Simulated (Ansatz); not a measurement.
# CH8SeSi2: one species, many methods

How much do the methods differ for CH8SeSi2? The plan is to run it at one geometry with functionals of several rungs and with coupled cluster. The yardstick is the atomisation energy at the CCSD(T) limit.

Program: Ansatz 0.2.0, Gaussian basis. Level of theory: functionals in def2-TZVPP, the program's frozen cores in correlated methods. These are calculated values, not measurements.

The runs, in order: LDA (SPW92), PBE-D4, revPBE-D4, BLYP-D4, r2SCAN-D4, B97M-V, PBE0-D4, B3LYP-D4, r2SCANh-D4, r2SCAN0-D4, HSE06-D4, BHLYP-D4, CAM-B3LYP-D4, LC-ωPBE, ωB97X-V, ωB97M-V, B2PLYP, PBE-QIDH; CCSD(T)/def2-SVP; CCSD(T)/def2-TZVPP; MP2/def2-QZVPP; extrapolation to the limit; RPA on PBE.

### 1 The geometry

An earlier PBE0-D4 in a triple-zeta def2 set relaxation fixed the geometry.

SMILES `[SiH3]C[SiH2][SeH]`, 12 atoms, charge 0, spin multiplicity 1.

Atoms are counted from 1 here; the program's logs count them from 0.

Bond lengths: Si1–C2 1.878 Å, Si1–H5 1.484 Å, Si1–H6 1.489 Å, Si1–H7 1.487 Å, C2–Si3 1.865 Å, C2–H8 1.096 Å, C2–H9 1.095 Å, Si3–Se4 2.284 Å, Si3–H10 1.485 Å, Si3–H11 1.486 Å, Se4–H12 1.470 Å. Angles: C2–Si1–H5 110.7°, C2–Si1–H6 109.9°, C2–Si1–H7 110.3°, H5–Si1–H6 108.5°, H5–Si1–H7 109.1°, H6–Si1–H7 108.3°, Si1–C2–Si3 114.3°, Si1–C2–H8 109.2°, Si1–C2–H9 109.0°, Si3–C2–H8 107.6°, Si3–C2–H9 109.5°, H8–C2–H9 106.9°, C2–Si3–Se4 112.5°, C2–Si3–H10 110.5°, C2–Si3–H11 110.8°, Se4–Si3–H10 103.3°, Se4–Si3–H11 110.1°, H10–Si3–H11 109.4° and more.

Geometry (Å):

```xyz
12

Si   -0.5870    1.6044    0.0158
C    -0.1778    0.0207    0.9380
Si    0.9688   -1.1289    0.0195
Se    0.3365   -1.4412   -2.1531
H    -1.6277    1.3573   -1.0130
H    -1.0977    2.6281    0.9686
H     0.6306    2.1460   -0.6448
H     0.2984    0.2715    1.8931
H    -1.1090   -0.5044    1.1747
H     2.3211   -0.5276   -0.1009
H     1.0718   -2.4391    0.7140
H    -0.9511   -2.0419   -1.7778
```

### 2 LDA

This LDA is Slater exchange with PW92 correlation.

The input, in.yaml:

```yaml
crystal:
  periodic: [false, false, false]
  atoms:
    - {symbol: Si, position_ang: [-0.587047, 1.604445, 0.015766]}
    - {symbol: C, position_ang: [-0.177778, 0.020675, 0.937992]}
    - {symbol: Si, position_ang: [0.968790, -1.128873, 0.019500]}
    - {symbol: Se, position_ang: [0.336519, -1.441244, -2.153130]}
    - {symbol: H, position_ang: [-1.627664, 1.357312, -1.012967]}
    - {symbol: H, position_ang: [-1.097655, 2.628062, 0.968613]}
    - {symbol: H, position_ang: [0.630551, 2.146018, -0.644766]}
    - {symbol: H, position_ang: [0.298398, 0.271549, 1.893133]}
    - {symbol: H, position_ang: [-1.108957, -0.504423, 1.174667]}
    - {symbol: H, position_ang: [2.321128, -0.527584, -0.100940]}
    - {symbol: H, position_ang: [1.071823, -2.439100, 0.713961]}
    - {symbol: H, position_ang: [-0.951110, -2.041937, -1.777828]}
basis:
  gaussian: {orbitals: def2-TZVPP}
hamiltonian: {xc: lda}
output: {orbitals: {seedname: orbitals}}
```

Run with:

```
ansatz run in.yaml --threads 4 --pin off --events-out ev --progress --plain --max-ram 10444MiB
```

The runs that follow: PBE-D4 (GGA); revPBE-D4 (GGA); BLYP-D4 (GGA); r2SCAN-D4 (meta-GGA); B97M-V (meta-GGA); PBE0-D4 (hybrid); B3LYP-D4 (hybrid); r2SCANh-D4 (hybrid); r2SCAN0-D4 (hybrid); HSE06-D4 (hybrid); BHLYP-D4 (hybrid); CAM-B3LYP-D4 (range-separated); LC-ωPBE (range-separated); ωB97X-V (range-separated); ωB97M-V (range-separated); B2PLYP (double hybrid); PBE-QIDH (double hybrid); CCSD(T) in def2-SVP; CCSD(T) in def2-TZVPP; MP2 in def2-QZVPP; RPA on PBE orbitals.

Q: Predict the results of all the runs planned. Wanted: atomisation energy, CCSD(T)/CBS; farthest beyond LDA; mean size of error, GGA; mean size of error, meta-GGA; mean size of error, hybrid; mean size of error, range-separated; mean size of error, double hybrid; gap, smallest and largest; T1 diagnostic.

**Answer**, as computed:

| quantity | value |
| --- | --- |
| atomisation energy, CCSD(T)/CBS | 3802.0 kJ/mol |
| functionals within 38.0 kJ/mol (1.0 %) | PBE-D4, r2SCAN-D4, B97M-V, B3LYP-D4, r2SCANh-D4, r2SCAN0-D4, CAM-B3LYP-D4, ωB97X-V, ωB97M-V |
| farthest beyond LDA | revPBE-D4 (-87.1 kJ/mol) |
| mean size of error, GGA | 59.8 kJ/mol |
| mean size of error, meta-GGA | 6.7 kJ/mol |
| mean size of error, hybrid | 37.0 kJ/mol |
| mean size of error, range-separated | 26.8 kJ/mol |
| mean size of error, double hybrid | 61.3 kJ/mol |
| gap, smallest and largest | 4.99 eV (BLYP-D4), 11.91 eV (LC-ωPBE) |
| T1 diagnostic | 0.0100 |
| triples share of the correlation energy | 3.6 % |

In words: LDA overbinds by 408.9 kJ/mol (11 %). PBE-D4 misses by -29.6 kJ/mol. Double hybrids carry the basis error of their MP2 part in triple zeta, and no dispersion term here, so their miss is partly the set-up's. The rungs meta-GGA, range-separated, hybrid miss on average by less than the doubt on the reference (38.0 kJ/mol), so they tie. Misses under about 38.0 kJ/mol are within the doubt on the reference itself, which lacks core-valence correlation, relativity and higher excitations, and its outer-core shells are covered unevenly. All levels share the lack of spin-orbit coupling, which lowers the free heavy atoms and so the true binding. Hartree-Fock recovers 75 % of the binding; the rest is correlation. CCSD(T) in def2-SVP is off by -250.6 kJ/mol, which most functionals beat. The gap grows from 5.0 to 11.9 eV across the functionals, mostly with the share of exact exchange. Correlated methods include outer-core shells of Se, which these sets cover unevenly.
